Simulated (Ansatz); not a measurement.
# As: the crystal squeezed far

One table from this session's results is given with a row withheld; the runs are named, their logs left out.

Program: Ansatz 0.2.0. Level of theory: DFT LDA, with the methods named in each step. These are calculated values, not measurements.

1 further run of the same task is left out (it didn't finish). Runs told in other sessions of the task aren't counted.

## Starting point

The structure is cubic, space group Pm-3m (No. 221). The conventional cell has a = 2.738 Å, b = 2.738 Å, c = 2.738 Å, α = 90.00°, β = 90.00°, γ = 90.00°. Around As (site symmetry m-3m) lie 6 As at 2.74 Å.

Coordinates:

```cif
data_structure
_symmetry_space_group_name_H-M 'Pm-3m'
_symmetry_Int_Tables_number 221
_cell_length_a 2.7377
_cell_length_b 2.7377
_cell_length_c 2.7377
_cell_angle_alpha 90.000
_cell_angle_beta 90.000
_cell_angle_gamma 90.000
_cell_volume 20.52
loop_
_atom_site_label
_atom_site_type_symbol
_atom_site_symmetry_multiplicity
_atom_site_Wyckoff_symbol
_atom_site_fract_x
_atom_site_fract_y
_atom_site_fract_z
_atom_site_occupancy
As1 As 1 a 0.00000 0.00000 0.00000 1
```

The file gives the conventional cell by its symmetry; the runs use the cell typed in the input.

Whether this phase is the stable one at these pressures isn't tested.

The first run:

Contents of input.yaml:

```yaml
crystal:
  lattice:
    - [2.7377415812, 0.0, 0.0]
    - [0.0, 2.7377415812, 0.0]
    - [0.0, 0.0, 2.7377415812]
  atoms:
    - { symbol: As, position: [0.0, 0.0, 0.0] }
kpoints:
  mp_grid: { grid: [15, 15, 15] }
scf:
  occupations: { method: fermi_dirac, width: 0.08 }
hamiltonian:
  xc: lda
  pseudopotentials: { kind: paw }
output:
  forces: true
  stress: true
relax:
  f_tol: 0.005
  max_steps: 40
  cell: {}
```

On the command line:

```console
$ ansatz run input.yaml --threads 1 --pin off --max-ram 2048MiB --backend cpu --events-out ev --progress --plain --runs-dir out
```

Steps of the session up to this table: Cell relaxed at zero pressure, PAW; Volume scaled by 1, PAW; Volume scaled by 0.95, PAW; Volume scaled by 0.85, PAW; Volume scaled by 0.85, PAW (level accurate); Volume scaled by 0.75, PAW; Volume scaled by 0.65, PAW; Volume scaled by 0.55, PAW; Volume scaled by 0.45, PAW; Volume scaled by 0.4, PAW; Volume scaled by 0.4, PAW (source ansatz).

One of the session's tables, all rows but one given; the rest of the session is left out.

```
              method  volume over the first  volume (Å³/atom)  pressure (GPa)
                 PAW                      1            19.087           -0.03
                 PAW                   0.95            18.133            5.30
                 PAW                   0.85            16.224           21.85
                 PAW                   0.75            14.315           49.58
                 PAW                   0.65            12.407          102.28
                 PAW                   0.55            10.498          203.90
                 PAW                   0.45                 ?               ?
                 PAW                    0.4             7.635          624.53
PAW (level accurate)                   0.85            16.224           21.87
 PAW (source ansatz)                    0.4             7.635          625.17
```

Q: Estimate the row for PAW, 0.45 from the others.

**Answer.** volume (Å³/atom): 8.589; pressure (GPa): 421.14. In the column «volume (Å³/atom)» it lies between PAW (source ansatz), 0.4 (7.635) and PAW, 0.55 (10.498).

Limits of these values: At pressures up to 625 GPa the PAW spheres may overlap and frozen cores may not hold, so those PAW values are rough without an all-electron check. Warnings in the runs' records: written density without core change.
